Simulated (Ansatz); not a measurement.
# HF + HO radical: a complex and its separated parts, part 1 of 2

Aim: how far the complex at one end of a reaction step lies below its separated, relaxed parts, level by level.

Method: PBE0-D4/def2-TZVP structures, single points in def2-TZVPP, no counterpoise correction; program: Ansatz 0.2.0, Gaussian basis.

Levels: SPW92, PBE-D4, BLYP-D4, r2SCAN-D4, B97M-V, PBE0-D4, B3LYP-D4, r2SCAN0-D4, BHLYP-D4, CAM-B3LYP-D4, wB97X-V, wB97M-V, B2PLYP, PBE-QIDH, RPA on PBE, Hartree-Fock, MP2, CCSD, CCSD(T).

Correlated methods freeze the cores. Orbitals are unrestricted. B3LYP uses VWN-RPA correlation. B2PLYP carries no dispersion term here.

76 further runs of the same task are left out: 76 set aside as unsound or not needed.

## Step 1: Starting geometry

The complex: 4 atoms, charge 0, spin multiplicity 2.

Atoms are counted from 1 here; the program's logs count them from 0.

Bond lengths: H1–F2 0.934 Å, O3–H4 0.975 Å.

Geometry (Å):

```xyz
4

H    -0.7132    0.3219   -0.0065
F    -1.3010    1.0361   -0.1369
O     0.5759   -0.8802    0.1781
H     1.4382   -0.4779   -0.0347
```

Its parts: HF holds atoms 1, 2; HO radical holds atoms 3, 4. Each part counts its atoms afresh in its own runs.

## Step 2: Relaxing HF alone

The input, relax-a/in.yaml:

```yaml
crystal:
  periodic: [false, false, false]
  atoms:
    - {symbol: H, position_ang: [-0.713175, 0.321947, -0.006472]}
    - {symbol: F, position_ang: [-1.301037, 1.036142, -0.136932]}
basis:
  gaussian: {orbitals: def2-TZVP}
hamiltonian: {xc: pbe0, dispersion: d4}
relax: {f_tol: 0.005, max_steps: 200}
```

Started as:

```bash
$ ansatz run in.yaml --threads 2 --pin off --events-out ev --progress --plain --max-ram 4352MiB
```

Log, shortened:

```text
Functional definition: PBE0
  name "PBE0"
  cite "Adamo & Barone, J. Chem. Phys. 110, 6158 (1999) doi:10.1063/1.478522"
  cite "Perdew, Burke & Ernzerhof, Phys. Rev. Lett. 77, 3865 (1996) doi:10.1103/PhysRevLett.77.3865"
  parent pbe
[...]
200 factors; their error is unknown
[...]
mean field -2731.79584714 eV, -100.3916457046 hartree, gradient 6.8e-6 eV, S^2 0.000000; 0 other end points of the search recorded, 0 dependent functions left out
[...]
reference -2731.79585578 eV, -100.3916460223 hartree; 5, 5 occupied and 32, 32 virtual orbitals, 200 factors
[...]
relax step   4: F+E_penalty+E_count = -2731.80321326 eV  Δ(F+E_penalty+E_count) = -3.572e-7 eV  max|allowed force component| = 6.135e-4 eV/Å  Δτ_max = 0.0001 Å  (25 SCF iters, accepted)
200 factors; their error is unknown
mean field -2731.80169996 eV, -100.3918607918 hartree, gradient 2.5e-5 eV, S^2 0.000000; 1 other end points of the search recorded, 0 dependent functions left out
[...]
reference -2731.80170840 eV, -100.3918611018 hartree; 5, 5 occupied and 32, 32 virtual orbitals, 200 factors
Total energy: -2731.80322169 eV, -100.3919167145 hartree
Atom 0 at    -0.717613     0.327339    -0.007457 Å, force    -0.000505     0.000613    -0.000112 eV/Å
Atom 1 at    -1.296599     1.030750    -0.135947 Å, force     0.000505    -0.000613     0.000112 eV/Å
Dipole moment:     0.252236    -0.306443     0.055977 e Å
```

Run time: 0.75 s. Hardware: 2 threads of Arm Neoverse V1, shared host.

The steps of the relaxation:

```csv
step,energy from step 1 (eV),largest force component (eV/Å)
1,0.0000,0.6227
2,-0.0056,0.1354
3,-0.0058,0.0051
4,-0.0058,0.0006
```

The bond:

```csv
bond,before (Å),after (Å),change (Å)
H1–F2,0.934,0.920,-0.014
```

## Step 3: Relaxing HO radical alone

The input, relax-b/in.yaml:

```yaml
crystal:
  periodic: [false, false, false]
  atoms:
    - {symbol: O, position_ang: [0.575883, -0.880171, 0.178076]}
    - {symbol: H, position_ang: [1.438229, -0.477916, -0.034672]}
basis:
  gaussian: {orbitals: def2-TZVP}
magnetization: {spin_polarized: true, initial_magnetization: 1}
hamiltonian: {xc: pbe0, dispersion: d4}
relax: {f_tol: 0.005, max_steps: 200}
```

Started as:

```bash
$ ansatz run in.yaml --threads 2 --pin off --events-out ev --progress --plain --max-ram 4352MiB
```

Log, shortened:

```text
[... 5 set-up lines as earlier in the session ...]
[...]
195 factors; their error is unknown
[...]
mean field -2059.50861384 eV, -75.6855455735 hartree, gradient 3.6e-5 eV, S^2 0.752607; 0 other end points of the search recorded, 0 dependent functions left out
[...]
reference -2059.50871661 eV, -75.6855493503 hartree; 5, 4 occupied and 32, 33 virtual orbitals, 195 factors
Total energy: -2059.51029540 eV, -75.6856073697 hartree
Atom 0 at     0.576730    -0.879776     0.177867 Å, force    -0.000094    -0.000044     0.000023 eV/Å
Atom 1 at     1.437382    -0.478311    -0.034463 Å, force     0.000094     0.000044    -0.000023 eV/Å
Dipole moment:     0.325652     0.151906    -0.080341 e Å
```

Wall time 0.85 s (2 threads of Arm Neoverse V1, shared host).

Relaxation path:

```csv
step,energy from step 1 (eV),largest force component (eV/Å)
1,0.0000,0.0823
2,-0.0001,0.0211
3,-0.0001,0.0001
```

The bond:

```csv
bond,before (Å),after (Å),change (Å)
O1–H2,0.975,0.973,-0.002
```

## Step 4: SPW92/def2-TZVPP

The input, parta/in.yaml:

```yaml
crystal:
  periodic: [false, false, false]
  atoms:
    - {symbol: H, position_ang: [-0.717613, 0.327339, -0.007457]}
    - {symbol: F, position_ang: [-1.296599, 1.030750, -0.135947]}
basis:
  gaussian: {orbitals: def2-TZVPP}
hamiltonian: {xc: lda}
```

The input, partb/in.yaml:

```yaml
crystal:
  periodic: [false, false, false]
  atoms:
    - {symbol: O, position_ang: [0.576730, -0.879776, 0.177867]}
    - {symbol: H, position_ang: [1.437382, -0.478311, -0.034463]}
basis:
  gaussian: {orbitals: def2-TZVPP}
magnetization: {spin_polarized: true, initial_magnetization: 1}
hamiltonian: {xc: lda}
```

The same command starts each run, in its folder.

Started as:

```bash
$ ansatz run in.yaml --threads 2 --pin off --events-out ev --progress --plain --max-ram 4352MiB
```

Log of parta, shortened:

```text
Functional definition: SPW92
  name "SPW92"
  cite "Dirac, Proc. Camb. Phil. Soc. 26, 376 (1930) doi:10.1017/S0305004100016108"
  cite "Slater, Phys. Rev. 81, 385 (1951) doi:10.1103/PhysRev.81.385"
  cite "Perdew & Wang, Phys. Rev. B 45, 13244 (1992) doi:10.1103/PhysRevB.45.13244"
[...]
215 factors; their error is unknown
[...]
mean field -2716.76652588 eV, -99.8393283355 hartree, gradient 3.5e-5 eV, S^2 0.000000; 0 other end points of the search recorded, 0 dependent functions left out
reference -2716.76653696 eV, -99.8393287428 hartree; 5, 5 occupied and 40, 40 virtual orbitals, 215 factors
Total energy: -2716.76653696 eV, -99.8393287428 hartree
```

Log of partb, shortened:

```text
[... 5 set-up lines as earlier in the session ...]
[...]
210 factors; their error is unknown
[...]
mean field -2046.23957190 eV, -75.1979172763 hartree, gradient 1.9e-5 eV, S^2 0.751945; 2 other end points of the search recorded, 0 dependent functions left out
reference -2046.23958725 eV, -75.1979178404 hartree; 5, 4 occupied and 40, 41 virtual orbitals, 210 factors
Total energy: -2046.23958725 eV, -75.1979178404 hartree
```

Wall times: 0.15 s (parta), 0.2 s (partb) on 2 threads of Arm Neoverse V1, shared host.

## Step 5: PBE-D4/def2-TZVPP

Each input of step 4 (parta, partb) changes in the same lines:

```diff
-hamiltonian: {xc: lda}
+hamiltonian: {xc: pbe, dispersion: d4}
```

One command serves all of them, each in its own folder.

Started as:

```bash
$ ansatz run in.yaml --threads 2 --pin off --events-out ev --progress --plain --max-ram 4352MiB
```

Output in parta, shortened:

```text
Functional definition: PBE
  name "PBE"
[... 2 set-up lines as earlier in the session ...]
[...]
215 factors; their error is unknown
[...]
mean field -2731.84359938 eV, -100.3934005670 hartree, gradient 4.8e-5 eV, S^2 0.000000; 0 other end points of the search recorded, 0 dependent functions left out
reference -2731.84361148 eV, -100.3934010119 hartree; 5, 5 occupied and 40, 40 virtual orbitals, 215 factors
Total energy: -2731.84550538 eV, -100.3934706112 hartree
```

Output in partb, shortened:

```text
[... 4 set-up lines as earlier in the session ...]
[...]
210 factors; their error is unknown
[...]
mean field -2059.44764248 eV, -75.6833049173 hartree, gradient 4.5e-5 eV, S^2 0.752028; 2 other end points of the search recorded, 0 dependent functions left out
reference -2059.44765916 eV, -75.6833055302 hartree; 5, 4 occupied and 40, 41 virtual orbitals, 210 factors
Total energy: -2059.44963087 eV, -75.6833779894 hartree
```

They took 0.15 s (parta), 0.3 s (partb) on 2 threads of Arm Neoverse V1, shared host.

## Step 6: BLYP-D4/def2-TZVPP

The same edit goes into each in.yaml of step 5 (parta, partb):

```diff
-hamiltonian: {xc: pbe, dispersion: d4}
+hamiltonian: {xc: {name: BLYP}, dispersion: d4}
```

One command serves all of them, each in its own folder.

Started as:

```bash
$ ansatz run in.yaml --threads 2 --pin off --events-out ev --progress --plain --max-ram 4352MiB
```

parta printed, shortened:

```text
Functional definition: BLYP
  name "BLYP"
  cite "Becke, Phys. Rev. A 38, 3098 (1988) doi:10.1103/PhysRevA.38.3098"
  cite "Lee, Yang & Parr, Phys. Rev. B 37, 785 (1988) doi:10.1103/PhysRevB.37.785"
[...]
215 factors; their error is unknown
[...]
mean field -2734.23795015 eV, -100.4813913350 hartree, gradient 3.9e-5 eV, S^2 0.000000; 0 other end points of the search recorded, 0 dependent functions left out
reference -2734.23807376 eV, -100.4813958775 hartree; 5, 5 occupied and 40, 40 virtual orbitals, 215 factors
Total energy: -2734.24265577 eV, -100.4815642634 hartree
```

partb printed, shortened:

```text
[... 4 set-up lines as earlier in the session ...]
[...]
210 factors; their error is unknown
[...]
mean field -2061.43507783 eV, -75.7563418195 hartree, gradient 2.5e-6 eV, S^2 0.751966; 2 other end points of the search recorded, 0 dependent functions left out
reference -2061.43524741 eV, -75.7563480512 hartree; 5, 4 occupied and 40, 41 virtual orbitals, 210 factors
Total energy: -2061.44000905 eV, -75.7565230382 hartree
```

Times: 0.15 s (parta), 0.3 s (partb) on 2 threads of Arm Neoverse V1, shared host.

## Step 7: r2SCAN-D4/def2-TZVPP

The same edit goes into each in.yaml of step 6 (parta, partb):

```diff
-hamiltonian: {xc: {name: BLYP}, dispersion: d4}
+hamiltonian: {xc: r2scan, dispersion: d4}
```

The same command starts each run, in its folder.

Started as:

```bash
$ ansatz run in.yaml --threads 2 --pin off --events-out ev --progress --plain --max-ram 4352MiB
```

Output in parta, shortened:

```text
Functional definition: r2SCAN
  name "r2SCAN"
  cite "Furness, Kaplan, Ning, Perdew & Sun, J. Phys. Chem. Lett. 11, 8208 (2020) doi:10.1021/acs.jpclett.0c02405"
  cite "Furness, Kaplan, Ning, Perdew & Sun, J. Phys. Chem. Lett. 11, 9248 (2020) doi:10.1021/acs.jpclett.0c03077"
  parent r2scan
[...]
215 factors; their error is unknown
[...]
mean field -2733.29261950 eV, -100.4466510742 hartree, gradient 6.5e-6 eV, S^2 0.000000; 0 other end points of the search recorded, 0 dependent functions left out
reference -2733.29262268 eV, -100.4466511911 hartree; 5, 5 occupied and 40, 40 virtual orbitals, 215 factors
Total energy: -2733.29308021 eV, -100.4466680052 hartree
```

Output in partb, shortened:

```text
[... 5 set-up lines as earlier in the session ...]
[...]
210 factors; their error is unknown
[...]
mean field -2060.73422627 eV, -75.7305859994 hartree, gradient 8.9e-6 eV, S^2 0.753489; 0 other end points of the search recorded, 0 dependent functions left out
reference -2060.73423084 eV, -75.7305861674 hartree; 5, 4 occupied and 40, 41 virtual orbitals, 210 factors
Total energy: -2060.73470073 eV, -75.7306034358 hartree
```

Wall times: 0.45 s (parta), 0.6 s (partb) on 2 threads of Arm Neoverse V1, shared host.

## Step 8: B97M-V/def2-TZVPP

Each input of step 7 (parta, partb) changes in the same lines:

```diff
-hamiltonian: {xc: r2scan, dispersion: d4}
+hamiltonian: {xc: {name: B97M-V}}
```

The same command starts each run, in its folder.

Started as:

```bash
$ ansatz run in.yaml --threads 2 --pin off --events-out ev --progress --plain --max-ram 4352MiB
```

Log of parta, shortened:

```text
Functional definition: B97M-V
  name "B97M-V"
  cite "Mardirossian & Head-Gordon, J. Chem. Phys. 142, 074111 (2015) doi:10.1063/1.4907719"
  cite "Becke, J. Chem. Phys. 107, 8554 (1997) doi:10.1063/1.475007"
  cite "Vydrov & Van Voorhis, J. Chem. Phys. 133, 244103 (2010) doi:10.1063/1.3521275"
  # Of w^i u^j: cxij and so on, Table III.
[...]
  gx(w, u) = cx00 + cx01*u + cx02*u^2 + (cx10 + cx11*u)*w
[...]
  gos(w, u) = cos00 + cos01*u + cos03*u^3 + cos10*w + cos32*w^3*u^2
[...]
      + integral(e_c_pw_mod_opposite_spin*gos(b97_w_opposite, b97_u_opposite)) + vv10(b, c)
215 factors; their error is unknown
[...]
mean field -2733.38836989 eV, -100.4501698363 hartree, gradient 2.3e-5 eV, S^2 0.000000; 0 other end points of the search recorded, 0 dependent functions left out
reference -2733.38838761 eV, -100.4501704873 hartree; 5, 5 occupied and 40, 40 virtual orbitals, 215 factors
Total energy: -2733.38838761 eV, -100.4501704873 hartree
```

partb printed, shortened:

```text
[... 5 set-up lines as earlier in the session ...]
  # Of w^i u^j: cxij and so on, Table III.
[...]
  gx(w, u) = cx00 + cx01*u + cx02*u^2 + (cx10 + cx11*u)*w
[...]
  gos(w, u) = cos00 + cos01*u + cos03*u^3 + cos10*w + cos32*w^3*u^2
[...]
      + integral(e_c_pw_mod_opposite_spin*gos(b97_w_opposite, b97_u_opposite)) + vv10(b, c)
210 factors; their error is unknown
[...]
mean field -2061.05757466 eV, -75.7424688338 hartree, gradient 4.6e-5 eV, S^2 0.753800; 0 other end points of the search recorded, 0 dependent functions left out
reference -2061.05759687 eV, -75.7424696499 hartree; 5, 4 occupied and 40, 41 virtual orbitals, 210 factors
Total energy: -2061.05759687 eV, -75.7424696499 hartree
```

Times: 0.45 s (parta), 0.7 s (partb) on 2 threads of Arm Neoverse V1, shared host.

## Step 9: PBE0-D4/def2-TZVPP

The same edit goes into each in.yaml of step 8 (parta, partb):

```diff
-hamiltonian: {xc: {name: B97M-V}}
+hamiltonian: {xc: pbe0, dispersion: d4}
+output: {orbitals: {seedname: orbitals}}
```

One command serves all of them, each in its own folder.

Started as:

```bash
$ ansatz run in.yaml --threads 2 --pin off --events-out ev --progress --plain --max-ram 4352MiB
```

parta printed, shortened:

```text
[... 5 set-up lines as earlier in the session ...]
[...]
215 factors; their error is unknown
[...]
mean field -2731.86111615 eV, -100.3940442966 hartree, gradient 4.0e-5 eV, S^2 0.000000; 0 other end points of the search recorded, 0 dependent functions left out
reference -2731.86112487 eV, -100.3940446168 hartree; 5, 5 occupied and 40, 40 virtual orbitals, 215 factors
Total energy: -2731.86263816 eV, -100.3941002295 hartree
```

Log of partb, shortened:

```text
[... 5 set-up lines as earlier in the session ...]
[...]
210 factors; their error is unknown
[...]
mean field -2059.55243551 eV, -75.6871559901 hartree, gradient 3.8e-6 eV, S^2 0.752609; 0 other end points of the search recorded, 0 dependent functions left out
reference -2059.55244743 eV, -75.6871564282 hartree; 5, 4 occupied and 40, 41 virtual orbitals, 210 factors
Total energy: -2059.55402622 eV, -75.6872144476 hartree
```

They took 0.15 s (parta), 0.2 s (partb) on 2 threads of Arm Neoverse V1, shared host.

## Step 10: B3LYP-D4/def2-TZVPP

The same edit goes into each in.yaml of step 9 (parta, partb):

```diff
-hamiltonian: {xc: pbe0, dispersion: d4}
-output: {orbitals: {seedname: orbitals}}
+hamiltonian: {xc: {name: B3LYP}, dispersion: d4}
```

One command serves all of them, each in its own folder.

Started as:

```bash
$ ansatz run in.yaml --threads 2 --pin off --events-out ev --progress --plain --max-ram 4352MiB
```

parta printed, shortened:

```text
Functional definition: B3LYP
  name "B3LYP"
  cite "Stephens, Devlin, Chabalowski & Frisch, J. Phys. Chem. 98, 11623 (1994) doi:10.1021/j100096a001"
[... 2 set-up lines as earlier in the session ...]
  cite "Vosko, Wilk & Nusair, Can. J. Phys. 58, 1200 (1980) doi:10.1139/p80-159"
[...]
215 factors; their error is unknown
[...]
mean field -2734.54626170 eV, -100.4927215753 hartree, gradient 1.9e-5 eV, S^2 0.000000; 0 other end points of the search recorded, 0 dependent functions left out
reference -2734.54635254 eV, -100.4927249138 hartree; 5, 5 occupied and 40, 40 virtual orbitals, 215 factors
Total energy: -2734.54934226 eV, -100.4928347841 hartree
```

partb printed, shortened:

```text
[... 6 set-up lines as earlier in the session ...]
[...]
210 factors; their error is unknown
[...]
mean field -2061.80237919 eV, -75.7698398955 hartree, gradient 2.1e-5 eV, S^2 0.752357; 0 other end points of the search recorded, 0 dependent functions left out
reference -2061.80250208 eV, -75.7698444115 hartree; 5, 4 occupied and 40, 41 virtual orbitals, 210 factors
Total energy: -2061.80563140 eV, -75.7699594120 hartree
```

Wall times: 0.2 s (parta), 0.25 s (partb) on 2 threads of Arm Neoverse V1, shared host.

## Step 11: r2SCAN0-D4/def2-TZVPP

Each input of step 10 (parta, partb) changes in the same lines:

```diff
-hamiltonian: {xc: {name: B3LYP}, dispersion: d4}
+hamiltonian: {xc: {name: r2SCAN0}, dispersion: d4}
```

One command serves all of them, each in its own folder.

Started as:

```bash
$ ansatz run in.yaml --threads 2 --pin off --events-out ev --progress --plain --max-ram 4352MiB
```

Log of parta, shortened:

```text
Functional definition: r2SCAN0
  name "r2SCAN0"
  cite "Bursch, Neugebauer, Ehlert & Grimme, J. Chem. Phys. 156, 134105 (2022) doi:10.1063/5.0086040"
[... 3 set-up lines as earlier in the session ...]
[...]
215 factors; their error is unknown
[...]
mean field -2732.94545343 eV, -100.4338929566 hartree, gradient 6.6e-5 eV, S^2 0.000000; 0 other end points of the search recorded, 0 dependent functions left out
reference -2732.94545589 eV, -100.4338930470 hartree; 5, 5 occupied and 40, 40 virtual orbitals, 215 factors
Total energy: -2732.94595787 eV, -100.4339114942 hartree
```

Log of partb, shortened:

```text
[... 6 set-up lines as earlier in the session ...]
[...]
210 factors; their error is unknown
[...]
mean field -2060.51796491 eV, -75.7226385412 hartree, gradient 9.6e-6 eV, S^2 0.753773; 0 other end points of the search recorded, 0 dependent functions left out
reference -2060.51796849 eV, -75.7226386726 hartree; 5, 4 occupied and 40, 41 virtual orbitals, 210 factors
Total energy: -2060.51848812 eV, -75.7226577688 hartree
```

Times: 0.45 s (parta), 0.6 s (partb) on 2 threads of Arm Neoverse V1, shared host.

## Step 12: BHLYP-D4/def2-TZVPP

Each input of step 11 (parta, partb) changes in the same lines:

```diff
-hamiltonian: {xc: {name: r2SCAN0}, dispersion: d4}
+hamiltonian: {xc: {name: BHLYP}, dispersion: d4}
```

Each run has its own folder and the same command.

Started as:

```bash
$ ansatz run in.yaml --threads 2 --pin off --events-out ev --progress --plain --max-ram 4352MiB
```

Output in parta, shortened:

```text
Functional definition: BHLYP
  name "BHLYP"
  cite "Becke, J. Chem. Phys. 98, 1372 (1993) doi:10.1063/1.464304"
[... 2 set-up lines as earlier in the session ...]
[...]
234 factors; their error is unknown
[...]
mean field -2733.43312413 eV, -100.4518145242 hartree, gradient 1.2e-5 eV, S^2 0.000000; 0 other end points of the search recorded, 0 dependent functions left out
reference -2733.43318467 eV, -100.4518167489 hartree; 5, 5 occupied and 40, 40 virtual orbitals, 234 factors
Total energy: -2733.43491264 eV, -100.4518802508 hartree
```

Log of partb, shortened:

```text
[... 5 set-up lines as earlier in the session ...]
[...]
236 factors; their error is unknown
[...]
mean field -2060.92589783 eV, -75.7376297993 hartree, gradient 2.3e-5 eV, S^2 0.753168; 0 other end points of the search recorded, 0 dependent functions left out
reference -2060.92597908 eV, -75.7376327853 hartree; 5, 4 occupied and 40, 41 virtual orbitals, 236 factors
Total energy: -2060.92782800 eV, -75.7377007320 hartree
```

They took 0.15 s (parta), 0.25 s (partb) on 2 threads of Arm Neoverse V1, shared host.

## Step 13: CAM-B3LYP-D4/def2-TZVPP

The same edit goes into each in.yaml of step 12 (parta, partb):

```diff
-hamiltonian: {xc: {name: BHLYP}, dispersion: d4}
+hamiltonian: {xc: {name: CAM-B3LYP}, dispersion: d4}
```

Each run has its own folder and the same command.

Started as:

```bash
$ ansatz run in.yaml --threads 2 --pin off --events-out ev --progress --plain --max-ram 4352MiB
```

Output in parta, shortened:

```text
Functional definition: CAM-B3LYP
  name "CAM-B3LYP"
  cite "Yanai, Tew & Handy, Chem. Phys. Lett. 393, 51 (2004) doi:10.1016/j.cplett.2004.06.011"
  cite "Iikura, Tsuneda, Yanai & Hirao, J. Chem. Phys. 115, 3540 (2001) doi:10.1063/1.1383587"
[... 2 set-up lines as earlier in the session ...]
[...]
  # Exact exchange under (alpha + beta erf(omega r))/r, Becke's under what is left of 1/r.
[...]
215 factors; their error is unknown
48 factors; integrals over basis functions are off by at most 4.9e-5 eV
[...]
mean field -2733.85902897 eV, -100.4674662383 hartree, gradient 6.2e-5 eV, S^2 0.000000; 0 other end points of the search recorded, 0 dependent functions left out
reference -2733.85907310 eV, -100.4674678601 hartree; 5, 5 occupied and 40, 40 virtual orbitals, 215 factors
Total energy: -2733.86051343 eV, -100.4675207913 hartree
```

Log of partb, shortened:

```text
[... 6 set-up lines as earlier in the session ...]
[...]
  # Exact exchange under (alpha + beta erf(omega r))/r, Becke's under what is left of 1/r.
[...]
210 factors; their error is unknown
51 factors; integrals over basis functions are off by at most 8.5e-5 eV
[...]
mean field -2061.09329990 eV, -75.7437817120 hartree, gradient 1.6e-5 eV, S^2 0.752362; 0 other end points of the search recorded, 0 dependent functions left out
reference -2061.09335975 eV, -75.7437839117 hartree; 5, 4 occupied and 40, 41 virtual orbitals, 210 factors
Total energy: -2061.09487000 eV, -75.7438394123 hartree
```

Times: 0.2 s (parta), 0.3 s (partb) on 2 threads of Arm Neoverse V1, shared host.

(Continued in part 2 of 2.)
